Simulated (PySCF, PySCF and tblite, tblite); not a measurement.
# C4H13FSSi2: conformers and averaged spectra, part 1 of 2

Aim: find the conformers of C4H13FSSi2 (`CC(C)(C)[Si@@H](F)S[SiH3]`), weigh them, and average their properties.

Programs: PySCF 2.14.0 with density-fitted response routines of our own, and tblite 0.8.0. All values are computed, except where a source is named. Atoms count from 0 throughout.

## (1) The starting structure

21 atoms, charge 0, multiplicity 1; geometry from: MMFF94s geometry.

Bonds of the start (Å): C0–C1 1.53, C0–H10 1.10, C0–H8 1.10, C0–H9 1.09, C1–C2 1.56, C1–C3 1.54, C1–Si4 1.95, C2–H11 1.11, C2–H12 1.08, C2–H13 1.09, C3–H14 1.10, C3–H15 1.10, C3–H16 1.08, S6–Si7 2.14, Si4–F5 1.60, Si4–H17 1.49, Si4–S6 2.13, Si7–H18 1.48, Si7–H19 1.49, Si7–H20 1.49.

## (2) GFN2-xTB relaxation, conformer 1

The job: settings as JSON, then the geometry in Å.

```
{"job": {"xc": "GFN2-xTB", "basis": "xTB", "kind": "relax"}, "charge": 0, "multiplicity": 1}
C     -1.858000     1.323600    -0.068800
C     -0.948900     0.093000     0.035700
C     -0.466200    -0.036700     1.515400
C     -1.770400    -1.158800    -0.327500
Si     0.577800     0.294500    -1.167900
F      1.335600     1.642100    -0.763500
S      1.864200    -1.398600    -1.085400
Si     3.376900    -0.494900     0.128600
H     -2.246100     1.447200    -1.086200
H     -1.342000     2.247300     0.206400
H     -2.733800     1.233500     0.598800
H     -1.336100    -0.107100     2.194100
H      0.132400    -0.926300     1.679500
H      0.121400     0.835800     1.816600
H     -2.645700    -1.256500     0.339200
H     -1.182300    -2.083100    -0.204100
H     -2.135900    -1.117900    -1.347800
H      0.061300     0.427100    -2.558900
H      4.040800     0.589100    -0.624800
H      4.381400    -1.536300     0.463900
H      2.764700     0.000000     1.391800
```

Command:

```
> OMP_NUM_THREADS=1 python ens_run.py task.json out
```

This one command runs the whole study; its stages follow in the order run.

The log of the run:

```text
step      E/eV     max force
  0    -727.83818    1.867
  1    -727.92540    0.892
  2    -727.96640    0.481
  3    -727.98120    0.426
  4    -727.99650    0.238
  5    -728.00349    0.209
  6    -728.00788    0.159
  7    -728.01034    0.150
  8    -728.01265    0.134
  9    -728.01460    0.095
 10    -728.01620    0.093
 11    -728.01745    0.112
 12    -728.01868    0.130
 13    -728.02009    0.127
 14    -728.02165    0.127
 15    -728.02325    0.134
 16    -728.02481    0.119
 17    -728.02612    0.101
 18    -728.02700    0.069
 19    -728.02751    0.050
 20    -728.02786    0.063
 21    -728.02823    0.059
 22    -728.02866    0.055
 23    -728.02911    0.051
 24    -728.02955    0.060
 25    -728.02999    0.048
 26    -728.03042    0.058
 27    -728.03082    0.045
 28    -728.03114    0.045
 29    -728.03137    0.040
 30    -728.03137    0.040
 31    -728.03148    0.036
 32    -728.03177    0.031
 33    -728.03184    0.029
 34    -728.03198    0.023
 35    -728.03203    0.021
 36    -728.03210    0.019
 37    -728.03216    0.019
 38    -728.03223    0.015
 39    -728.03228    0.015
 40    -728.03234    0.020
 41    -728.03241    0.023
 42    -728.03249    0.020
 43    -728.03257    0.017
 44    -728.03264    0.017
 45    -728.03270    0.016
 46    -728.03274    0.016
 47    -728.03277    0.012
 48    -728.03281    0.013
 49    -728.03285    0.019
 50    -728.03289    0.018
 51    -728.03293    0.019
 52    -728.03296    0.016
 53    -728.03299    0.016
 54    -728.03303    0.019
 55    -728.03308    0.021
 56    -728.03313    0.026
 57    -728.03318    0.025
 58    -728.03325    0.028
 59    -728.03333    0.029
 60    -728.03340    0.020
 61    -728.03344    0.012
 62    -728.03346    0.012
 63    -728.03347    0.011
 64    -728.03349    0.012
 65    -728.03351    0.016
 66    -728.03353    0.018
 67    -728.03355    0.015
 68    -728.03357    0.011
 69    -728.03359    0.011
 70    -728.03360    0.013
 71    -728.03362    0.016
 72    -728.03365    0.019
 73    -728.03370    0.026
 74    -728.03377    0.025
 75    -728.03382    0.016
 76    -728.03386    0.016
 77    -728.03390    0.019
 78    -728.03396    0.027
 79    -728.03405    0.034
 80    -728.03415    0.025
 81    -728.03422    0.016
 82    -728.03425    0.012
 83    -728.03428    0.013
 84    -728.03432    0.017
 85    -728.03437    0.021
 86    -728.03442    0.019
 87    -728.03446    0.012
 88    -728.03449    0.016
 89    -728.03453    0.020
 90    -728.03458    0.017
 91    -728.03461    0.011
 92    -728.03463    0.010
 93    -728.03465    0.012
 94    -728.03467    0.014
 95    -728.03468    0.010
 96    -728.03469    0.006
 97    -728.03470    0.005
 98    -728.03470    0.005
 99    -728.03470    0.006
100    -728.03471    0.006
101    -728.03472    0.007
102    -728.03473    0.008
103    -728.03474    0.006
104    -728.03474    0.005
105    -728.03475    0.005
106    -728.03475    0.006
107    -728.03476    0.006
108    -728.03476    0.006
109    -728.03477    0.006
110    -728.03478    0.005
111    -728.03479    0.006
112    -728.03480    0.005
113    -728.03481    0.006
114    -728.03481    0.005
115    -728.03482    0.006
116    -728.03483    0.006
117    -728.03483    0.005
118    -728.03483    0.004
119    -728.03484    0.005
120    -728.03484    0.006
121    -728.03484    0.005
122    -728.03485    0.004
```

It took 1.4 s on 1 thread of AMD EPYC 7B13, shared host.

Relaxing gained 0.197 eV and moved the atoms by 0.14 Å on average (rms).

GFN2-xTB relaxation, conformer 2:

The job: settings as JSON, then the geometry in Å.

```
{"job": {"xc": "GFN2-xTB", "basis": "xTB", "kind": "relax"}, "charge": 0, "multiplicity": 1}
C     -1.001600     0.565800    -1.677000
C     -1.058600    -0.098200    -0.294800
C     -1.687500     0.872500     0.726500
C     -1.949100    -1.354400    -0.388100
Si     0.746400    -0.622400     0.306600
F      1.317300    -1.627700    -0.810800
S      2.003100     1.101800     0.413000
Si     3.730300    -0.010700     1.005500
H     -0.561500    -0.096700    -2.427800
H     -0.428700     1.493700    -1.657800
H     -2.022400     0.825000    -2.019700
H     -2.719600     1.136900     0.418700
H     -1.762100     0.439800     1.736700
H     -1.124100     1.809000     0.799200
H     -1.553000    -2.077200    -1.098400
H     -2.965300    -1.098800    -0.690800
H     -2.031500    -1.866400     0.592000
H      0.661800    -1.304200     1.616000
H      3.426800    -0.772500     2.246600
H      4.828300     0.941400     1.289100
H      4.142100    -0.919300    -0.085200
```

The log of the run:

```text
step      E/eV     max force
  0    -727.84408    1.725
  1    -727.92463    1.013
  2    -727.97434    0.463
  3    -727.99093    0.369
  4    -728.00670    0.209
  5    -728.01196    0.160
  6    -728.01631    0.151
  7    -728.01874    0.163
  8    -728.02119    0.109
  9    -728.02289    0.087
 10    -728.02414    0.084
 11    -728.02507    0.112
 12    -728.02604    0.117
 13    -728.02710    0.116
 14    -728.02829    0.125
 15    -728.02963    0.130
 16    -728.03104    0.102
 17    -728.03220    0.084
 18    -728.03297    0.048
 19    -728.03345    0.050
 20    -728.03383    0.056
 21    -728.03422    0.053
 22    -728.03463    0.042
 23    -728.03505    0.051
 24    -728.03554    0.054
 25    -728.03612    0.060
 26    -728.03680    0.062
 27    -728.03745    0.059
 28    -728.03798    0.056
 29    -728.03846    0.045
 30    -728.03900    0.063
 31    -728.03969    0.069
 32    -728.04041    0.067
 33    -728.04094    0.048
 34    -728.04125    0.043
 35    -728.04148    0.037
 36    -728.04148    0.037
 37    -728.04161    0.032
 38    -728.04200    0.037
 39    -728.04218    0.040
 40    -728.04266    0.051
 41    -728.04292    0.038
 42    -728.04312    0.029
 43    -728.04327    0.039
 44    -728.04350    0.041
 45    -728.04375    0.040
 46    -728.04397    0.029
 47    -728.04413    0.031
 48    -728.04426    0.030
 49    -728.04438    0.026
 50    -728.04447    0.021
 51    -728.04454    0.020
 52    -728.04463    0.024
 53    -728.04476    0.042
 54    -728.04493    0.050
 55    -728.04511    0.041
 56    -728.04528    0.052
 57    -728.04545    0.053
 58    -728.04558    0.046
 59    -728.04569    0.034
 60    -728.04578    0.025
 61    -728.04587    0.027
 62    -728.04599    0.038
 63    -728.04615    0.046
 64    -728.04631    0.041
 65    -728.04643    0.026
 66    -728.04656    0.035
 67    -728.04670    0.039
 68    -728.04686    0.044
 69    -728.04700    0.045
 70    -728.04712    0.033
 71    -728.04725    0.046
 72    -728.04741    0.046
 73    -728.04755    0.028
 74    -728.04764    0.021
 75    -728.04769    0.021
 76    -728.04776    0.028
 77    -728.04786    0.033
 78    -728.04799    0.035
 79    -728.04810    0.024
 80    -728.04816    0.016
 81    -728.04819    0.017
 82    -728.04823    0.026
 83    -728.04829    0.028
 84    -728.04838    0.023
 85    -728.04851    0.028
 86    -728.04867    0.028
 87    -728.04881    0.024
 88    -728.04891    0.019
 89    -728.04896    0.015
 90    -728.04899    0.012
 91    -728.04903    0.017
 92    -728.04906    0.015
 93    -728.04909    0.011
 94    -728.04911    0.011
 95    -728.04914    0.016
 96    -728.04916    0.018
 97    -728.04918    0.012
 98    -728.04919    0.009
 99    -728.04921    0.011
100    -728.04923    0.018
101    -728.04928    0.028
102    -728.04935    0.029
103    -728.04943    0.018
104    -728.04950    0.021
105    -728.04957    0.023
106    -728.04967    0.037
107    -728.04980    0.037
108    -728.04993    0.020
109    -728.05001    0.016
110    -728.05006    0.018
111    -728.05010    0.019
112    -728.05013    0.013
113    -728.05015    0.013
114    -728.05017    0.012
115    -728.05020    0.018
116    -728.05023    0.017
117    -728.05026    0.009
118    -728.05027    0.007
119    -728.05028    0.009
120    -728.05029    0.008
121    -728.05030    0.006
122    -728.05031    0.006
123    -728.05032    0.007
124    -728.05034    0.010
125    -728.05036    0.013
126    -728.05039    0.010
127    -728.05040    0.009
128    -728.05042    0.009
129    -728.05044    0.013
130    -728.05046    0.013
131    -728.05048    0.008
132    -728.05049    0.008
133    -728.05050    0.007
134    -728.05052    0.009
135    -728.05053    0.008
136    -728.05055    0.009
137    -728.05057    0.009
138    -728.05060    0.013
139    -728.05063    0.016
140    -728.05066    0.012
141    -728.05068    0.008
142    -728.05069    0.008
143    -728.05070    0.008
144    -728.05071    0.008
145    -728.05072    0.007
146    -728.05073    0.006
147    -728.05074    0.006
148    -728.05075    0.007
149    -728.05076    0.007
150    -728.05077    0.007
151    -728.05078    0.007
152    -728.05079    0.006
153    -728.05080    0.008
154    -728.05081    0.008
155    -728.05082    0.008
156    -728.05083    0.008
157    -728.05084    0.006
158    -728.05085    0.005
159    -728.05085    0.005
160    -728.05086    0.005
161    -728.05087    0.005
162    -728.05087    0.004
```

It took 2 s on 1 thread of AMD EPYC 7B13, shared host.

Gain 0.207 eV; displacement 0.23 Å root mean square.

## (3) GFN2-xTB relaxation, conformer 3

The job: settings as JSON, then the geometry in Å.

```
{"job": {"xc": "GFN2-xTB", "basis": "xTB", "kind": "relax"}, "charge": 0, "multiplicity": 1}
C     -1.692800     0.406100     1.105800
C     -0.944700     0.104200    -0.211600
C     -0.644600    -1.420500    -0.263800
C     -1.850900     0.482500    -1.404700
Si     0.727400     1.136200    -0.294700
F      0.297600     2.681900    -0.218200
S      1.982800     0.692100     1.361700
Si     3.381100    -0.468900     0.254300
H     -2.644500    -0.143300     1.148100
H     -1.939200     1.475400     1.198400
H     -1.124600     0.120700     1.989800
H     -0.057000    -1.756900     0.586900
H     -1.592100    -1.990800    -0.244000
H     -0.109900    -1.686800    -1.185400
H     -1.369100     0.265300    -2.353400
H     -2.108400     1.542500    -1.376000
H     -2.789000    -0.085300    -1.362900
H      1.386900     0.886900    -1.608700
H      2.651400    -1.583000    -0.408900
H      4.392900    -1.030100     1.183700
H      4.038000     0.388600    -0.756600
```

The log of the run:

```text
step      E/eV     max force
  0    -727.78080    1.516
  1    -727.85100    0.896
  2    -727.89701    0.475
  3    -727.90988    0.430
  4    -727.92640    0.213
  5    -727.93148    0.144
  6    -727.93530    0.155
  7    -727.93787    0.159
  8    -727.94068    0.117
  9    -727.94301    0.099
 10    -727.94530    0.136
 11    -727.94742    0.174
 12    -727.94966    0.178
 13    -727.95217    0.167
 14    -727.95507    0.178
 15    -727.95835    0.191
 16    -727.96154    0.158
 17    -727.96389    0.113
 18    -727.96538    0.064
 19    -727.96630    0.064
 20    -727.96700    0.070
 21    -727.96769    0.065
 22    -727.96845    0.054
 23    -727.96924    0.080
 24    -727.97003    0.075
 25    -727.97079    0.057
 26    -727.97150    0.061
 27    -727.97210    0.058
 28    -727.97252    0.040
 29    -727.97282    0.035
 30    -727.97282    0.035
 31    -727.97296    0.030
 32    -727.97333    0.029
 33    -727.97341    0.027
 34    -727.97361    0.024
 35    -727.97368    0.022
 36    -727.97376    0.017
 37    -727.97383    0.021
 38    -727.97390    0.018
 39    -727.97397    0.017
 40    -727.97404    0.019
 41    -727.97411    0.022
 42    -727.97419    0.025
 43    -727.97427    0.018
 44    -727.97433    0.018
 45    -727.97438    0.017
 46    -727.97441    0.016
 47    -727.97444    0.010
 48    -727.97448    0.013
 49    -727.97452    0.015
 50    -727.97456    0.022
 51    -727.97459    0.020
 52    -727.97462    0.010
 53    -727.97465    0.014
 54    -727.97469    0.020
 55    -727.97474    0.029
 56    -727.97478    0.030
 57    -727.97483    0.024
 58    -727.97489    0.036
 59    -727.97496    0.038
 60    -727.97503    0.026
 61    -727.97508    0.014
 62    -727.97510    0.011
 63    -727.97513    0.016
 64    -727.97516    0.021
 65    -727.97519    0.024
 66    -727.97523    0.019
 67    -727.97526    0.015
 68    -727.97528    0.012
 69    -727.97530    0.013
 70    -727.97531    0.013
 71    -727.97533    0.012
 72    -727.97536    0.018
 73    -727.97540    0.021
 74    -727.97544    0.021
 75    -727.97547    0.018
 76    -727.97550    0.016
 77    -727.97554    0.022
 78    -727.97563    0.040
 79    -727.97580    0.058
 80    -727.97602    0.059
 81    -727.97619    0.035
 82    -727.97631    0.023
 83    -727.97640    0.028
 84    -727.97654    0.047
 85    -727.97672    0.058
 86    -727.97690    0.042
 87    -727.97703    0.022
 88    -727.97715    0.029
 89    -727.97725    0.046
 90    -727.97736    0.030
 91    -727.97749    0.016
 92    -727.97755    0.017
 93    -727.97763    0.026
 94    -727.97772    0.030
 95    -727.97779    0.019
 96    -727.97784    0.018
 97    -727.97788    0.017
 98    -727.97793    0.015
 99    -727.97796    0.015
100    -727.97799    0.015
101    -727.97803    0.014
102    -727.97807    0.013
103    -727.97810    0.014
104    -727.97814    0.012
105    -727.97816    0.011
106    -727.97819    0.010
107    -727.97822    0.013
108    -727.97827    0.013
109    -727.97831    0.008
110    -727.97834    0.008
111    -727.97836    0.012
112    -727.97837    0.008
113    -727.97839    0.010
114    -727.97841    0.015
115    -727.97844    0.015
116    -727.97846    0.009
117    -727.97847    0.006
118    -727.97847    0.006
119    -727.97848    0.009
120    -727.97849    0.008
121    -727.97850    0.005
122    -727.97850    0.005
123    -727.97851    0.006
124    -727.97851    0.006
125    -727.97852    0.006
126    -727.97853    0.006
127    -727.97853    0.006
128    -727.97854    0.006
129    -727.97855    0.008
130    -727.97856    0.007
131    -727.97857    0.005
132    -727.97857    0.004
133    -727.97858    0.004
```

It took 1.6 s on 1 thread of AMD EPYC 7B13, shared host.

The energy fell by 0.198 eV, and the atoms moved 0.23 Å (root mean square).

## (4) Shieldings, conformer 1: PBE0/pcSseg-1 in water

The job: settings as JSON, then the geometry in Å.

```
{"job": {"xc": "PBE0", "basis": "pcSseg-1", "solvent": "water", "kind": "nmr", "pop": true}, "charge": 0, "multiplicity": 1}
C     -1.916165     1.320388    -0.107500
C     -1.010233     0.097693     0.051714
C     -0.553606     0.000465     1.511710
C     -1.798346    -1.163461    -0.307779
Si     0.501708     0.275646    -1.098772
F      1.271122     1.637738    -0.673051
S      1.862691    -1.363288    -0.890552
Si     3.551303    -0.508228     0.141542
H     -2.278561     1.403466    -1.129896
H     -1.380549     2.234218     0.139685
H     -2.778179     1.240037     0.553673
H     -1.417438    -0.083561     2.170323
H      0.073620    -0.876679     1.661845
H      0.010788     0.885079     1.802041
H     -2.648997    -1.281662     0.362155
H     -1.169335    -2.047053    -0.223790
H     -2.172136    -1.108083    -1.327980
H      0.213640     0.464538    -2.506692
H      4.050557     0.606106    -0.649415
H      4.465558    -1.635982     0.191326
H      3.113636    -0.080432     1.464487
```

The log of the run:

```text
coarse grid: 18368 points
cycle   1  E = -1236.5074010051  dE =  4.964e-01  |g| = 6.511e-01  |ddm| = 3.967e+00
cycle   2  E = -1236.4595938318  dE =  4.781e-02  |g| = 8.743e-01  |ddm| = 1.212e+00
cycle   3  E = -1236.5935114630  dE = -1.339e-01  |g| = 8.148e-02  |ddm| = 6.876e-01
cycle   4  E = -1236.5946352631  dE = -1.124e-03  |g| = 2.982e-02  |ddm| = 9.238e-02
cycle   5  E = -1236.5948074314  dE = -1.722e-04  |g| = 4.867e-03  |ddm| = 2.737e-02
cycle   6  E = -1236.5948115387  dE = -4.107e-06  |g| = 2.488e-03  |ddm| = 7.105e-03
final grid: 161872 points
cycle   7  E = -1236.6497015450  dE = -4.464e-05  |g| = 1.156e-02  |ddm| = 3.489e-02
cycle   8  E = -1236.6496803509  dE =  2.119e-05  |g| = 1.466e-02  |ddm| = 2.590e-02
cycle   9  E = -1236.6497361946  dE = -5.584e-05  |g| = 9.935e-04  |ddm| = 1.451e-02
cycle  10  E = -1236.6497363902  dE = -1.955e-07  |g| = 2.557e-04  |ddm| = 9.657e-04
cycle  11  E = -1236.6497364025  dE = -1.231e-08  |g| = 7.714e-05  |ddm| = 2.262e-04
cycle  12  E = -1236.6497364033  dE = -8.026e-10  |g| = 2.563e-05  |ddm| = 6.750e-05
converged SCF energy = -1236.6497364033

GIAO shielding tensors (ppm)
atom      isotropic    diamagn.    paramagn.     s11        s22        s33       span
  0 C      161.374     248.246     -86.872    146.751    148.899    188.473     41.722
  1 C      158.619     250.244     -91.625    150.377    158.988    166.491     16.114
  2 C      162.096     250.923     -88.827    147.665    151.169    187.454     39.788
  3 C      162.871     249.625     -86.754    148.952    151.542    188.118     39.166
  4 Si     318.709     880.401    -561.692    287.277    311.807    357.042     69.766
  5 F      370.497     472.873    -102.376    352.678    360.514    398.298     45.620
  6 S      812.649    1062.621    -249.972    711.165    807.624    919.158    207.992
  7 Si     408.338     879.253    -470.914    373.570    407.247    444.198     70.628
  8 H       30.505      30.860      -0.355     26.233     27.722     37.558     11.324
  9 H       30.378      31.235      -0.858     25.528     28.938     36.667     11.139
 10 H       30.654      31.027      -0.372     26.701     28.159     37.103     10.401
 11 H       30.855      32.675      -1.819     26.889     28.532     37.146     10.257
 12 H       30.304      33.646      -3.342     25.345     30.106     35.461     10.116
 13 H       30.495      33.254      -2.759     26.414     28.656     36.415     10.000
 14 H       30.848      31.545      -0.697     27.166     28.157     37.220     10.054
 15 H       30.607      32.201      -1.594     25.125     30.719     35.978     10.853
 16 H       30.763      31.477      -0.714     26.787     27.696     37.806     11.018
 17 H       26.172      30.620      -4.448     22.636     24.025     31.854      9.217
 18 H       26.877      28.350      -1.472     22.632     25.082     32.919     10.287
 19 H       26.990      28.117      -1.126     22.912     24.505     33.555     10.643
 20 H       26.928      29.616      -2.688     22.127     26.492     32.164     10.037
```

Wall time 50 s (1 thread of AMD EPYC 7B13, shared host); peak memory 1.2 GiB.

This run: HOMO -7.36 eV, LUMO -0.11 eV; dipole 1.50 D.

Orbitals, density, ELF and potential are computed afterwards from the orbital file.

Frontier orbitals at PBE0/pcSseg-1, with the share of their density that lies nearest to each atom:

```
orbital  energy (eV)                                                      lies on
   HOMO        -7.36                                             S6 60 %; C1 11 %
   LUMO        -0.11  Si4, Si7 about 16 % each; S6 16 %; 4 H atoms about 9 % each
```

ELF in a plane through or near 6 of the atoms.

Ten even steps from ' ' (0.00) to '@' (1.00):
```
                                                        
                                                        
                                                        
                                                        
                    ..----..        ..                  
        ::%%@@##    ++%%##==      ::##**..              
        ##@@@@@@    ######**    ..++%%%%::              
        @@@@@@@@::  **%%##++  ..==++##++..              
        ++@@@@@@--  ..====....::**====%%##::            
        ..****----..        ::--##==@@@@@@**            
        ....--**@@##      ..==**==::%%@@@@++            
        ..::##@@@@@@..    ==++**++  ..**##..            
          ..##@@@@@@    --##----%%**                    
            ::%%@@##    ##@@##%%@@@@==                  
              --++..    ##%%++##@@@@==                  
                        ..--  ..****                    
                                                        
                                                        
                                                        
                                                        
```
The map spans 14.5 Å across and 9.9 Å up, centred on the molecule. Atoms in the plane (x, y in Å): C0 (2.1, 0.8), C2 (0.6, -1.2), F5 (-1.1, 1.6), H10 (2.9, 0.1), H11 (1.4, -1.8), H20 (-3.1, -1.0).

On the surface of density 0.002 e/bohr³ the electrostatic potential runs, from the 1st to the 99th percentile, from -1.04 V near S6 to 1.41 V near H19.

(Continued in part 2 of 2.)
